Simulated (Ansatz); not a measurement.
What does this script print? It uses Ansatz 0.2.0 through its Python package.

`opt_c2h7clsn.py`:
```python
"""Minimum-energy structure of C2H7ClSn."""

import ansatz as az
from ase import Atoms
import numpy as np


def main() -> None:
    atoms = Atoms(["C", "Sn", "C", "Cl", "H", "H", "H", "H", "H", "H", "H"], positions=[
        [-0.9059, 1.4465, -0.2007],
        [0.0432, -0.3039, -0.8269],
        [0.9776, -1.1793, 0.8598],
        [-0.132, -1.5382, 2.1131],
        [-1.7101, 1.2371, 0.5414],
        [-1.4539, 1.9701, -1.0895],
        [-0.1869, 2.2031, 0.2142],
        [1.2834, 0.1017, -2.0492],
        [-1.1189, -1.4105, -1.4368],
        [1.7578, -0.4677, 1.3079],
        [1.511, -2.1159, 0.5873],
    ])
    geometry = az.Crystal.molecule_from_ase(atoms)

    calc = geometry.calculation().basis(gaussian="def2-SVP").functional("pbe")
    symbols = [site.symbol for site in geometry.cartesian_sites]
    start = np.array([site.position_ang for site in geometry.cartesian_sites], dtype=float)
    rep = calc.relax(force_tolerance=0.005, max_steps=100).run().report
    end = np.array(rep["positions_ang"])

    print("reference energy %16.6f eV" % rep["reference_energy_ev"])
    print("total energy     %16.6f eV" % rep["free_energy_ev"])
    print("occupied (up, down):", rep["n_occupied"], " virtual:", rep["n_virtual"], " frozen:", rep["n_frozen"])

    print("final positions (A) and the move of each atom")
    for symbol, xyz, old in zip(symbols, end, start):
        print(f"{symbol:2s} {xyz[0]:10.5f} {xyz[1]:10.5f} {xyz[2]:10.5f}   {np.linalg.norm(xyz - old):7.4f}")
    with open("c2h7clsn_opt.xyz", "w") as handle:
        handle.write(f"{len(symbols)}\nrelaxed C2H7ClSn\n")
        handle.writelines(f"{s:2s} {x:11.6f} {y:11.6f} {z:11.6f}\n" for s, (x, y, z) in zip(symbols, end))


if __name__ == "__main__":
    main()
```

```console
$ python opt_c2h7clsn.py
reference energy    -20527.433188 eV
total energy        -20527.433188 eV
occupied (up, down): [29, 29]  virtual: [78, 78]  frozen: 0
final positions (A) and the move of each atom
C    -0.94952    1.50364   -0.20209    0.0719
Sn    0.09683   -0.26398   -0.89068    0.0924
C     0.99853   -1.20564    0.87674    0.0377
Cl   -0.26877   -1.44919    2.14061    0.1655
H    -1.45647    1.24997    0.74861    0.3278
H    -1.70093    1.82616   -0.94727    0.3193
H    -0.23157    2.32723   -0.02656    0.2745
H     1.34814    0.12519   -2.03165    0.0711
H    -0.99470   -1.41017   -1.59091    0.1979
H     1.79132   -0.56595    1.30973    0.1038
H     1.43243   -2.19425    0.63407    0.1204
```

File `c2h7clsn_opt.xyz` afterwards:
```text
11
relaxed C2H7ClSn
C    -0.949522    1.503642   -0.202088
Sn    0.096830   -0.263981   -0.890680
C     0.998529   -1.205644    0.876743
Cl   -0.268765   -1.449193    2.140615
H    -1.456467    1.249966    0.748609
H    -1.700934    1.826161   -0.947273
H    -0.231565    2.327230   -0.026563
H     1.348141    0.125194   -2.031650
H    -0.994696   -1.410169   -1.590912
H     1.791319   -0.565954    1.309728
H     1.432431   -2.194251    0.634071
```

Notes:
- These settings explore the input space; basis and method may be short of convergence.
- The end point is the stationary point reached from this start; no frequency run checks that it is a minimum, and the basis set is modest.
- def2 sets replace the cores of elements past krypton by effective core potentials.
- Wall time of the script: 60 s on 1 thread of Arm Neoverse V1, on a shared host, peak memory 0.22 GiB.

(Lines on the test bed's own set-up are left out of the output.)
